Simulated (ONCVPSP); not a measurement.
# Pseudopotential generation for lutetium: ONCV, LDA (Perdew-Wang 92)

Aim: build the potential from the settings below, then test how well it stands in for the atom: other configurations, scattering, ghost states and the plane-wave cutoff that it needs.

The numbers are computed with ONCVPSP 4.0.1.1 (patched build) (LDA (Perdew-Wang 92), scalar-relativistic, spin-unpolarised reference atom).

**1. The atom and the settings**

The settings as typed:

| Property | Result |
| --- | --- |
| element | lutetium (Lu, Z = 71) |
| type | optimised norm-conserving Vanderbilt (ONCV) |
| frozen core | [Kr] 4d10 |
| valence charge | 25 |
| reference configuration | 4f13 5s2 5p6 5d2 6s2 |
| partial waves | 5s+6s: rc 1.60 bohr, ncon 4, nbas 7, qcut 7.8 1/bohr, 2 projectors; 5p: rc 1.60 bohr, ncon 4, nbas 7, qcut 9.5 1/bohr, 2 projectors, debl 1.4 Ha; 5d: rc 2.65 bohr, ncon 4, nbas 9, qcut 4.6 1/bohr, 2 projectors, debl 2.6 Ha; 4f: rc 0.60 bohr, ncon 4, nbas 8, qcut 19.4 1/bohr, 1 projector |
| local potential | polynomial inside 0.40 bohr (lpopt 2, dvloc0 0 Ha) |
| core correction | Teter function, fcfact 4.5, rcfact 1.6 |

The outer shells as boxes (Hund's rule for the drawing; the calculation is spin-unpolarised):

```
[Kr] core
4d [↑↓][↑↓][↑↓][↑↓][↑↓]
4f [↑↓][↑↓][↑↓][↑↓][↑↓][↑↓][↑ ]
5s [↑↓]
5p [↑↓][↑↓][↑↓]
5d [↑ ][↑ ][  ][  ][  ]
6s [↑↓]
```

An earlier all-electron run gives the scale for the radii.

All-electron outer shells of the reference configuration (LDA (PZ), scalar-relativistic, ld1.x):

```json
{"shell": "4d", "level (eV)": "-199.84", "outermost node (bohr)": "0.23", "outermost maximum (bohr)": "0.48"}
{"shell": "5s", "level (eV)": "-65.33", "outermost node (bohr)": "0.57", "outermost maximum (bohr)": "1.04"}
{"shell": "5p", "level (eV)": "-35.00", "outermost node (bohr)": "0.61", "outermost maximum (bohr)": "1.18"}
{"shell": "4f", "level (eV)": "-16.98", "outermost node (bohr)": "–", "outermost maximum (bohr)": "0.47"}
{"shell": "6s", "level (eV)": "-5.17", "outermost node (bohr)": "1.39", "outermost maximum (bohr)": "2.93"}
{"shell": "5d", "level (eV)": "-2.99", "outermost node (bohr)": "0.68", "outermost maximum (bohr)": "1.71"}
{"shell": "6p", "level (eV)": "-1.46", "outermost node (bohr)": "1.68", "outermost maximum (bohr)": "4.11"}
```

**2. Generation**

Lu.dat reads:

```
# ATOM AND REFERENCE CONFIGURATION
# atsym  z   nc   nv     iexc    psfile
  Lu 71.00    9    5  -001012      upf
#
#   n    l    f
    1    0    2.00
    2    0    2.00
    2    1    6.00
    3    0    2.00
    3    1    6.00
    3    2   10.00
    4    0    2.00
    4    1    6.00
    4    2   10.00
    4    3   13.00
    5    0    2.00
    5    1    6.00
    5    2    2.00
    6    0    2.00
#
# PSEUDOPOTENTIAL AND OPTIMIZATION
# lmax
    3
#
#   l,   rc,      ep,       ncon, nbas, qcut
    0    1.60    0.00    4    7    7.80
    1    1.60    0.00    4    7    9.50
    2    2.65    0.00    4    9    4.60
    3    0.60    0.00    4    8   19.40
#
# LOCAL POTENTIAL
# lloc, lpopt,  rc(5),   dvloc0
    4    2    0.40    0.00
#
# VANDERBILT-KLEINMAN-BYLANDER PROJECTORs
# l, nproj, debl
    0    2    0.70
    1    2    1.40
    2    2    2.60
    3    1    1.10
#
# MODEL CORE CHARGE
# icmod, fcfact, rcfact
    3    4.50    1.60
#
# LOG DERIVATIVE ANALYSIS
# epsh1, epsh2, depsh
   -4.00    5.00    0.02
#
# OUTPUT GRID
# rlmax, drl
    6.00    0.01
#
# TEST CONFIGURATIONS
# ncnf
    4
# nvcnf
#   n    l    f
    5
    4    3   14.00
    5    0    2.00
    5    1    6.00
    5    2    1.00
    6    0    2.00
#
    5
    4    3   14.00
    5    0    2.00
    5    1    6.00
    5    2    1.00
    6    0    1.00
#
    5
    4    3   14.00
    5    0    2.00
    5    1    6.00
    5    2    1.00
    6    0    0.00
#
    6
    4    3   14.00
    5    0    2.00
    5    1    6.00
    5    2    1.00
    6    0    1.00
    6    1    1.00
#
```

On the command line:

```
$ oncvpsp.x < Lu.dat > Lu.out
```

What does the calculation give? Wanted: cutoffs for 1 and 0.1 mHa per electron, occupied waves; bound ghosts; GHOST(+) flags; largest miss of a reference level; largest test error; largest phase difference near zero energy, channels read; rms error of d²Exc/dn², without and with the model core.

The runs gave:

| quantity | value |
| --- | --- |
| cutoffs for 1 and 0.1 mHa per electron, occupied waves | 746 Ha and 973 Ha |
| bound ghosts | s at -1349.76 eV, p at -639.80 eV, d at -227.46 eV |
| GHOST(+) flags | s at 146 eV |
| largest miss of a reference level | 26 meV (4f) |
| largest test error (AE − PS) | -356 meV, for 4f14 5s2 5p6 5d1 6s2 |
| largest phase difference near zero energy, channels read | 0.002 rad |
| rms error of d²Exc/dn², without and with the model core | 5.07 and 2.04 mHa |

What this shows: A bound ghost (s, p, d) makes it unfit for use: electrons can fall into a state that the atom doesn't have. By total energies transferability is poor: the largest error is 356 meV on 10.9 eV, for 4f14 5s2 5p6 5d1 6s2. It counts as very hard, with 746 Ha needed at the looser tolerance. At the looser tolerance the 4f wave is the slowest; 5p needs 27 Ha. Near zero energy the phases of the channels with partial waves agree within 0.002 rad. The program also flags highly localised states, GHOST(+) (s). These are tests on the free atom; a crystal test is still owed.
